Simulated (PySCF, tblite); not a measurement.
# C6H10F2: a rotation path, then NMR shifts on frames, part 2 of 2

tblite 0.8.0 and PySCF 2.14.0. Atoms count from 0.

## (5) Shielding tensors: image 3, PBE0/pcSseg-1

Job settings and geometry (Å):

```
{"job": {"kind": "nmr", "xc": "PBE0", "basis": "pcSseg-1", "pop": false}, "charge": 0, "multiplicity": 1}
C      0.217200     1.979100     0.750300
C     -0.039700     0.869400     0.074600
C     -1.419300     0.248000     0.177400
C     -1.640700    -1.140600    -0.406200
F     -1.153400    -2.121400     0.427400
C      1.016600     0.256200    -0.804800
C      1.734100    -0.913000    -0.127700
F      2.456800    -0.461100     0.950000
H      1.170800     2.472900     0.691400
H     -0.516000     2.435100     1.394000
H     -2.124000     0.918500    -0.322900
H     -1.703300     0.209800     1.232000
H     -2.713400    -1.339200    -0.503500
H     -1.155100    -1.285300    -1.375100
H      0.594600    -0.096500    -1.746800
H      1.766400     1.016700    -1.031900
H      2.454600    -1.374500    -0.812100
H      1.045300    -1.667700     0.255500
```

With the program's defaults for keys left out, this is: GIAO PBE0/pcSseg-1 NMR shielding, non-relativistic, gas phase.

Standard output:

```text
coarse grid: 14888 points
cycle   1  E = -433.6404057879  dE =  8.348e-01  |g| = 6.677e-01  |ddm| = 3.620e+00
cycle   2  E = -433.5887024459  dE =  5.170e-02  |g| = 9.082e-01  |ddm| = 1.144e+00
cycle   3  E = -433.7211299846  dE = -1.324e-01  |g| = 8.494e-02  |ddm| = 6.708e-01
cycle   4  E = -433.7223299628  dE = -1.200e-03  |g| = 4.181e-02  |ddm| = 1.023e-01
cycle   5  E = -433.7227296200  dE = -3.997e-04  |g| = 1.291e-02  |ddm| = 4.538e-02
cycle   6  E = -433.7227651766  dE = -3.556e-05  |g| = 4.117e-03  |ddm| = 1.206e-02
cycle   7  E = -433.7227691253  dE = -3.949e-06  |g| = 3.427e-04  |ddm| = 3.225e-03
final grid: 144176 points
cycle   8  E = -433.7859488074  dE = -6.041e-05  |g| = 9.263e-03  |ddm| = 3.279e-02
cycle   9  E = -433.7859392282  dE =  9.579e-06  |g| = 1.187e-02  |ddm| = 1.700e-02
cycle  10  E = -433.7859688586  dE = -2.963e-05  |g| = 1.686e-03  |ddm| = 9.451e-03
cycle  11  E = -433.7859694069  dE = -5.483e-07  |g| = 3.755e-04  |ddm| = 1.525e-03
cycle  12  E = -433.7859694359  dE = -2.895e-08  |g| = 1.725e-04  |ddm| = 3.775e-04
cycle  13  E = -433.7859694421  dE = -6.198e-09  |g| = 2.758e-05  |ddm| = 1.480e-04
cycle  14  E = -433.7859694422  dE = -1.532e-10  |g| = 4.748e-06  |ddm| = 3.284e-05
converged SCF energy = -433.7859694422

GIAO shielding tensors (ppm)
atom      isotropic    diamagn.    paramagn.     s11        s22        s33       span
  0 C       61.825     251.841    -190.016    -49.888     88.988    146.376    196.264
  1 C       38.047     259.772    -221.725    -83.412     43.716    153.837    237.249
  2 C      148.640     247.551     -98.912    138.708    142.010    165.200     26.492
  3 C      103.257     241.430    -138.172     65.302     85.829    158.641     93.339
  4 F      410.968     474.190     -63.222    365.496    403.795    463.614     98.117
  5 C      146.703     248.015    -101.311    138.875    143.597    157.638     18.763
  6 C      104.396     242.300    -137.904     70.776     85.325    157.087     86.310
  7 F      416.275     473.864     -57.589    372.663    416.707    459.456     86.792
  8 H       26.170      31.406      -5.236     22.467     24.986     31.056      8.589
  9 H       26.316      31.161      -4.845     23.154     25.084     30.711      7.557
 10 H       29.083      30.038      -0.955     23.920     28.889     34.442     10.522
 11 H       28.427      30.377      -1.951     24.425     28.544     32.312      7.887
 12 H       26.761      27.086      -0.326     21.915     26.819     31.548      9.634
 13 H       26.764      29.887      -3.123     24.004     26.521     29.768      5.764
 14 H       29.318      31.546      -2.228     25.532     28.846     33.575      8.043
 15 H       29.055      31.130      -2.075     25.252     28.122     33.792      8.540
 16 H       27.086      28.235      -1.150     22.687     27.383     31.187      8.501
 17 H       26.657      29.521      -2.864     21.558     26.450     31.963     10.405
```

It took 47 s on 1 thread of Arm Neoverse N1, shared host; peak memory 0.9 GiB.

In short: δ C1 148.9, C0 125.1, C3 83.7, C6 82.5, H8 5.55, H9 5.40 ppm.

## (6) NMR shieldings: image 5, PBE0/pcSseg-1

Job settings and geometry (Å):

```
{"job": {"kind": "nmr", "xc": "PBE0", "basis": "pcSseg-1", "pop": false}, "charge": 0, "multiplicity": 1}
C      0.197100     1.683400     1.049900
C     -0.059100     0.848700     0.055600
C     -1.457900     0.347900    -0.198800
C     -1.638200    -1.154700     0.007300
F     -1.251900    -1.530000     1.268500
C      1.035600     0.407800    -0.884200
C      1.757600    -0.860900    -0.424800
F      2.348500    -0.666600     0.796300
H      1.187600     2.064400     1.228900
H     -0.568500     2.008300     1.733300
H     -1.748500     0.568500    -1.229400
H     -2.141700     0.869800     0.472400
H     -2.693600    -1.433000    -0.089700
H     -1.041200    -1.743300    -0.696500
H      0.636200     0.224000    -1.883300
H      1.781900     1.202400    -0.948900
H      2.563400    -1.116600    -1.123100
H      1.083900    -1.713900    -0.311800
```

With the program's defaults for keys left out, this is: GIAO PBE0/pcSseg-1 NMR shielding, non-relativistic, gas phase.

Standard output:

```text
coarse grid: 14888 points
cycle   1  E = -433.6423004838  dE =  8.383e-01  |g| = 6.714e-01  |ddm| = 3.610e+00
cycle   2  E = -433.5865483844  dE =  5.575e-02  |g| = 9.242e-01  |ddm| = 1.263e+00
cycle   3  E = -433.7248348829  dE = -1.383e-01  |g| = 8.488e-02  |ddm| = 7.534e-01
cycle   4  E = -433.7260021513  dE = -1.167e-03  |g| = 4.297e-02  |ddm| = 1.025e-01
cycle   5  E = -433.7264250870  dE = -4.229e-04  |g| = 1.287e-02  |ddm| = 4.572e-02
cycle   6  E = -433.7264602888  dE = -3.520e-05  |g| = 4.207e-03  |ddm| = 1.201e-02
cycle   7  E = -433.7264644052  dE = -4.116e-06  |g| = 3.035e-04  |ddm| = 3.325e-03
final grid: 144176 points
cycle   8  E = -433.7885275777  dE = -5.427e-05  |g| = 9.426e-03  |ddm| = 3.173e-02
cycle   9  E = -433.7885175780  dE =  1.000e-05  |g| = 1.216e-02  |ddm| = 1.695e-02
cycle  10  E = -433.7885480320  dE = -3.045e-05  |g| = 1.595e-03  |ddm| = 9.378e-03
cycle  11  E = -433.7885485264  dE = -4.944e-07  |g| = 3.512e-04  |ddm| = 1.524e-03
cycle  12  E = -433.7885485513  dE = -2.485e-08  |g| = 1.618e-04  |ddm| = 3.623e-04
cycle  13  E = -433.7885485569  dE = -5.588e-09  |g| = 2.626e-05  |ddm| = 1.426e-04
cycle  14  E = -433.7885485570  dE = -1.402e-10  |g| = 4.154e-06  |ddm| = 3.029e-05
converged SCF energy = -433.7885485570

GIAO shielding tensors (ppm)
atom      isotropic    diamagn.    paramagn.     s11        s22        s33       span
  0 C       57.716     252.451    -194.735    -50.313     79.941    143.521    193.834
  1 C       41.039     260.779    -219.741    -76.868     40.804    159.180    236.048
  2 C      140.603     247.940    -107.337    130.123    135.088    156.597     26.474
  3 C      104.108     241.182    -137.074     68.839     85.930    157.555     88.716
  4 F      419.336     475.654     -56.319    376.505    420.084    461.418     84.913
  5 C      144.393     248.279    -103.886    132.671    143.736    156.772     24.101
  6 C      102.001     240.901    -138.900     69.958     85.752    150.293     80.335
  7 F      414.755     474.460     -59.706    369.725    421.324    453.215     83.490
  8 H       26.275      31.581      -5.306     22.594     25.086     31.143      8.549
  9 H       26.154      31.599      -5.444     22.857     25.276     30.329      7.472
 10 H       29.610      30.400      -0.790     26.122     28.165     34.544      8.422
 11 H       28.810      31.136      -2.326     24.888     28.308     33.234      8.345
 12 H       26.859      27.510      -0.651     22.663     26.471     31.443      8.780
 13 H       27.003      29.935      -2.931     24.531     26.585     29.894      5.362
 14 H       29.789      31.217      -1.428     26.157     29.210     34.000      7.843
 15 H       28.791      30.842      -2.051     24.984     27.712     33.675      8.691
 16 H       26.925      27.802      -0.877     22.623     26.986     31.167      8.544
 17 H       27.001      29.664      -2.662     23.442     27.133     30.429      6.987
```

Run time: 47 s. Hardware: 1 thread of Arm Neoverse N1, shared host; peak memory 0.89 GiB.

Key values: δ C1 145.9, C0 129.2, C6 84.9, C3 82.8, H9 5.56, H8 5.44 ppm.

## (7) NMR shieldings: image 8, PBE0/pcSseg-1

Job settings and geometry (Å):

```
{"job": {"kind": "nmr", "xc": "PBE0", "basis": "pcSseg-1", "pop": false}, "charge": 0, "multiplicity": 1}
C      0.076500     1.535600     1.152900
C      0.004400     0.820800     0.042400
C     -1.277500     0.141300    -0.372600
C     -1.611300    -1.039200     0.541800
F     -2.169100    -0.591300     1.714000
C      1.198200     0.615900    -0.852400
C      1.629500    -0.846300    -0.937700
F      1.960100    -1.330200     0.304700
H      0.994300     1.995800     1.475700
H     -0.779100     1.673500     1.790500
H     -1.207300    -0.219800    -1.399300
H     -2.108000     0.848300    -0.315900
H     -2.354100    -1.701900     0.083900
H     -0.717200    -1.604300     0.821100
H      0.964000     0.947800    -1.867400
H      2.035400     1.206800    -0.478700
H      2.522300    -0.956100    -1.562700
H      0.830100    -1.490300    -1.318500
```

Method: GIAO PBE0/pcSseg-1 NMR shielding, non-relativistic, gas phase.

Standard output:

```text
coarse grid: 14888 points
cycle   1  E = -433.6441411751  dE =  8.354e-01  |g| = 6.681e-01  |ddm| = 3.600e+00
cycle   2  E = -433.5907952181  dE =  5.335e-02  |g| = 9.135e-01  |ddm| = 1.197e+00
cycle   3  E = -433.7254908376  dE = -1.347e-01  |g| = 8.521e-02  |ddm| = 7.096e-01
cycle   4  E = -433.7266803273  dE = -1.189e-03  |g| = 4.252e-02  |ddm| = 1.020e-01
cycle   5  E = -433.7270950214  dE = -4.147e-04  |g| = 1.268e-02  |ddm| = 4.553e-02
cycle   6  E = -433.7271292420  dE = -3.422e-05  |g| = 4.122e-03  |ddm| = 1.178e-02
cycle   7  E = -433.7271331728  dE = -3.931e-06  |g| = 3.080e-04  |ddm| = 3.266e-03
final grid: 144176 points
cycle   8  E = -433.7894220145  dE = -5.872e-05  |g| = 9.510e-03  |ddm| = 3.416e-02
cycle   9  E = -433.7894127311  dE =  9.283e-06  |g| = 1.204e-02  |ddm| = 1.697e-02
cycle  10  E = -433.7894431014  dE = -3.037e-05  |g| = 1.644e-03  |ddm| = 9.316e-03
cycle  11  E = -433.7894436049  dE = -5.035e-07  |g| = 3.577e-04  |ddm| = 1.542e-03
cycle  12  E = -433.7894436301  dE = -2.518e-08  |g| = 1.644e-04  |ddm| = 3.757e-04
cycle  13  E = -433.7894436360  dE = -5.858e-09  |g| = 3.048e-05  |ddm| = 1.456e-04
cycle  14  E = -433.7894436361  dE = -1.932e-10  |g| = 4.452e-06  |ddm| = 3.387e-05
converged SCF energy = -433.7894436361

GIAO shielding tensors (ppm)
atom      isotropic    diamagn.    paramagn.     s11        s22        s33       span
  0 C       61.468     253.035    -191.567    -47.280     81.633    150.052    197.333
  1 C       36.770     261.561    -224.790    -81.781     34.292    157.800    239.582
  2 C      148.455     248.388     -99.933    142.642    143.998    158.725     16.083
  3 C       99.804     242.965    -143.162     67.383     85.758    146.270     78.886
  4 F      414.549     473.035     -58.485    366.078    410.629    466.942    100.864
  5 C      140.705     248.133    -107.428    131.925    135.763    154.426     22.501
  6 C      104.838     241.762    -136.924     67.903     85.651    160.960     93.057
  7 F      418.666     475.610     -56.943    375.363    420.616    460.020     84.657
  8 H       26.172      31.634      -5.462     23.093     25.298     30.126      7.033
  9 H       26.107      31.582      -5.475     22.700     24.613     31.009      8.309
 10 H       29.896      31.975      -2.080     25.967     30.056     33.664      7.697
 11 H       28.865      30.271      -1.406     25.746     27.088     33.761      8.015
 12 H       26.851      28.368      -1.517     22.010     27.714     30.829      8.820
 13 H       27.102      29.963      -2.861     22.285     27.712     31.308      9.023
 14 H       29.667      30.313      -0.646     25.994     28.077     34.929      8.934
 15 H       28.930      31.013      -2.083     25.207     28.219     33.364      8.156
 16 H       26.869      27.478      -0.610     22.613     26.482     31.512      8.899
 17 H       27.175      30.066      -2.890     24.310     27.047     30.170      5.860
```

It took 48 s on 1 thread of Arm Neoverse N1, shared host; peak memory 0.9 GiB.

Key values: δ C1 150.2, C0 125.5, C3 87.1, C6 82.1, H9 5.61, H8 5.54 ppm.

## (8) Comparing the runs: NMR shifts

Shifts (ppm) of some atoms, chosen among heavy atoms and hydrogens apart, with basis size and wall time:

| frame | C1 | C0 | C3 | C2 | H14 | H10 | F4 | functions | time |
| --- | --- | --- | --- | --- | --- | --- | --- | --- | --- |
| image 0 | 154.3 | 121.5 | 88.9 | 40.0 | 2.53 | 2.13 | -245.8 | 186 | 47 s |
| image 1 | 152.0 | 122.5 | 85.8 | 40.0 | 2.46 | 2.41 | -243.8 | 186 | 48 s |
| image 3 | 148.9 | 125.1 | 83.7 | 38.3 | 2.40 | 2.63 | -240.0 | 186 | 47 s |
| image 5 | 145.9 | 129.2 | 82.8 | 46.3 | 1.93 | 2.11 | -248.4 | 186 | 47 s |
| image 8 | 150.2 | 125.5 | 87.1 | 38.5 | 2.05 | 1.82 | -243.6 | 186 | 48 s |

## (9) What came out

This closing draws on all 2 parts.

| quantity | value |
| --- | --- |
| barrier | 0.146 eV (3.4 kcal/mol) at image 3 |
| end to end (GFN2-xTB) | 0.043 eV |
| 13C shifts against TMS (PBE0/pcSseg-1, image 0) | 154.3, 121.5, 88.9, 83.1, 42.7, 40.0 ppm |
| 1H shifts against TMS (PBE0/pcSseg-1, image 0) | 5.27, 5.16, 5.03, 5.02, 4.73, 4.63, 3.15, 2.68, 2.53, 2.13 ppm |
| 19F shifts against CFCl3 (PBE0/pcSseg-1, image 0) | -245.8, -247.2 ppm |
| range of the shift of C1 | 145.9 to 154.3 ppm |

**Reading.** Along the band the dihedral turns by 167°, and the top (dihedral 11°) lies 3.4 kcal/mol above the start (GFN2-xTB, rough), so at room temperature this motion is fast. Ends this close can change order at a higher level. The top was not checked by a frequency run. Shifts at one fixed geometry are not the observed spectrum, which averages over the motion. In the first frame run (image 0): The largest span, 247 ppm, is at C1, where the paramagnetic term is -229 ppm. Across the 5 runs the shift of C1 moves most, between 145.9 (image 5) and 154.3 ppm (image 0).
